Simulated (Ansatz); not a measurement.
# BGeP: the cost of one run

Computed with Ansatz 0.2.0, Gaussian basis. Level: UKS PBE0/def2-TZVP.

## Step 1: Starting geometry

3 atoms, charge 0, spin multiplicity 3.

Atoms are counted from 1 here; the program's logs count them from 0.

Bond lengths: B1–Ge2 2.160 Å, B1–P3 1.749 Å, Ge2–P3 2.261 Å. Angles: Ge2–B1–P3 69.8°, B1–Ge2–P3 46.5°, B1–P3–Ge2 63.7°.

The start was built by rule and, where that kept it together, relaxed with GFN2-xTB. Sticks and bond lists go by distance. No spin-orbit coupling is included. 

## Step 2: Relaxation

The input, in.yaml:

```yaml
crystal:
  periodic: [false, false, false]
  atoms:
    - {symbol: B, position_ang: [-0.900328, -1.320010, -0.011384]}
    - {symbol: Ge, position_ang: [-0.227536, 0.732345, 0.006118]}
    - {symbol: P, position_ang: [0.847867, -1.256770, -0.010374]}
basis:
  gaussian: {orbitals: def2-TZVP}
magnetization: {spin_polarized: true, initial_magnetization: 2}
hamiltonian: {xc: pbe0}
relax: {f_tol: 0.004, max_steps: 80}
```

On the command line:

```console
> ansatz run in.yaml --threads 1 --pin off --events-out ev --progress --plain --max-ram 2176MiB
```

Q: Estimate wall time and peak memory on 1 thread of Arm Neoverse V1, shared host.

About 42 s, with a peak of 0.28 GiB.
